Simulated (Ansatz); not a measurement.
# CH3BClNO: a ladder of functionals and wavefunction methods

Aim: compute CH3BClNO with functionals from several rungs and with coupled cluster. The yardstick is the atomisation energy at the CCSD(T) limit.

Computed with Ansatz 0.2.0, Gaussian basis. Level: functionals in def2-TZVPP, the program's frozen cores in correlated methods.

Levels to be run: LDA (SPW92), PBE-D4, revPBE-D4, BLYP-D4, r2SCAN-D4, B97M-V, PBE0-D4, B3LYP-D4, r2SCANh-D4, r2SCAN0-D4, HSE06-D4, BHLYP-D4, CAM-B3LYP-D4, LC-ωPBE, ωB97X-V, ωB97M-V, B2PLYP, PBE-QIDH; CCSD(T)/def2-SVP; CCSD(T)/def2-TZVPP; MP2/def2-QZVPP; extrapolation to the limit; RPA on PBE.

## 1. Structure used throughout

All runs share one geometry, relaxed beforehand with PBE0-D4 in a triple-zeta def2 set.

SMILES `BOC(=N)Cl`, 8 atoms, charge 0, spin multiplicity 1.

Atoms are counted from 1 here; the program's logs count them from 0.

Bond lengths: B1–O2 1.360 Å, B1–H6 1.191 Å, B1–H7 1.196 Å, O2–C3 1.360 Å, C3–N4 1.245 Å, C3–Cl5 1.719 Å, N4–H8 1.018 Å. Angles: O2–B1–H6 115.9°, O2–B1–H7 119.8°, H6–B1–H7 124.3°, B1–O2–C3 123.0°, O2–C3–N4 128.9°, O2–C3–Cl5 110.0°, N4–C3–Cl5 121.1°, C3–N4–H8 111.8°.

Geometry (Å):

```xyz
8
charge 0, multiplicity 1
B    -0.7781    1.0603    0.3181
O     0.5097    0.6296    0.2376
C     0.8590   -0.5637   -0.3143
N     0.3241   -1.6791   -0.1703
Cl    2.2710   -0.3749   -1.2767
H    -0.9441    2.1004    0.8730
H    -1.6561    0.4014   -0.1570
H    -0.4934   -1.6312    0.4339
```

## 2. LDA

This LDA is Slater exchange with PW92 correlation.

in.yaml reads:

```yaml
crystal:
  periodic: [false, false, false]
  atoms:
    - {symbol: B, position_ang: [-0.778113, 1.060268, 0.318064]}
    - {symbol: O, position_ang: [0.509671, 0.629628, 0.237581]}
    - {symbol: C, position_ang: [0.859015, -0.563688, -0.314252]}
    - {symbol: N, position_ang: [0.324132, -1.679145, -0.170259]}
    - {symbol: Cl, position_ang: [2.271036, -0.374853, -1.276746]}
    - {symbol: H, position_ang: [-0.944149, 2.100445, 0.872956]}
    - {symbol: H, position_ang: [-1.656100, 0.401427, -0.157009]}
    - {symbol: H, position_ang: [-0.493391, -1.631180, 0.433865]}
basis:
  gaussian: {orbitals: def2-TZVPP}
hamiltonian: {xc: lda}
output: {orbitals: {seedname: orbitals}}
```

Launch:

```sh
> ansatz run in.yaml --threads 2 --pin off --events-out ev --progress --plain --max-ram 4352MiB
```

Further steps of the session: PBE-D4 (GGA); revPBE-D4 (GGA); BLYP-D4 (GGA); r2SCAN-D4 (meta-GGA); B97M-V (meta-GGA); PBE0-D4 (hybrid); B3LYP-D4 (hybrid); r2SCANh-D4 (hybrid); r2SCAN0-D4 (hybrid); HSE06-D4 (hybrid); BHLYP-D4 (hybrid); CAM-B3LYP-D4 (range-separated); LC-ωPBE (range-separated); ωB97X-V (range-separated); ωB97M-V (range-separated); B2PLYP (double hybrid); PBE-QIDH (double hybrid); CCSD(T) in def2-SVP; CCSD(T) in def2-TZVPP; MP2 in def2-QZVPP; RPA on PBE orbitals.

Before running them: what should the planned runs give, taken together? Wanted: atomisation energy, CCSD(T)/CBS; farthest beyond LDA; mean size of error, GGA; mean size of error, meta-GGA; mean size of error, hybrid; mean size of error, range-separated; mean size of error, double hybrid; gap, smallest and largest; T1 diagnostic.

The runs gave:

```
                               quantity                                      value
        atomisation energy, CCSD(T)/CBS                             728.4 kcal/mol
functionals within 3.6 kcal/mol (0.5 %)      r2SCANh-D4, LC-ωPBE, B2PLYP, PBE-QIDH
                    farthest beyond LDA                    PBE-D4 (+35.1 kcal/mol)
                mean size of error, GGA                              19.8 kcal/mol
           mean size of error, meta-GGA                               7.8 kcal/mol
             mean size of error, hybrid                              11.1 kcal/mol
    mean size of error, range-separated                               7.1 kcal/mol
      mean size of error, double hybrid                               1.9 kcal/mol
              gap, smallest and largest  4.43 eV (LDA (SPW92)), 12.32 eV (LC-ωPBE)
                          T1 diagnostic                                     0.0142
triples share of the correlation energy                                      4.3 %
```

In words: LDA overbinds by 138.1 kcal/mol (19 %). PBE-D4 misses by +35.1 kcal/mol. Double hybrids carry the basis error of their MP2 part in triple zeta, and no dispersion term here, so their miss is partly the set-up's. Taken by rung, double hybrid functionals do best (1.9 kcal/mol on average) and GGA ones worst beyond LDA (19.8 kcal/mol). Misses under about 3.6 kcal/mol are within the doubt on the reference itself, which lacks core-valence correlation, relativity and higher excitations. Hartree-Fock recovers 68 % of the binding; the rest is correlation. CCSD(T) in def2-SVP is off by -41.1 kcal/mol, which most functionals beat. Orbital gaps span 4.4 to 12.3 eV; exact exchange widens them.
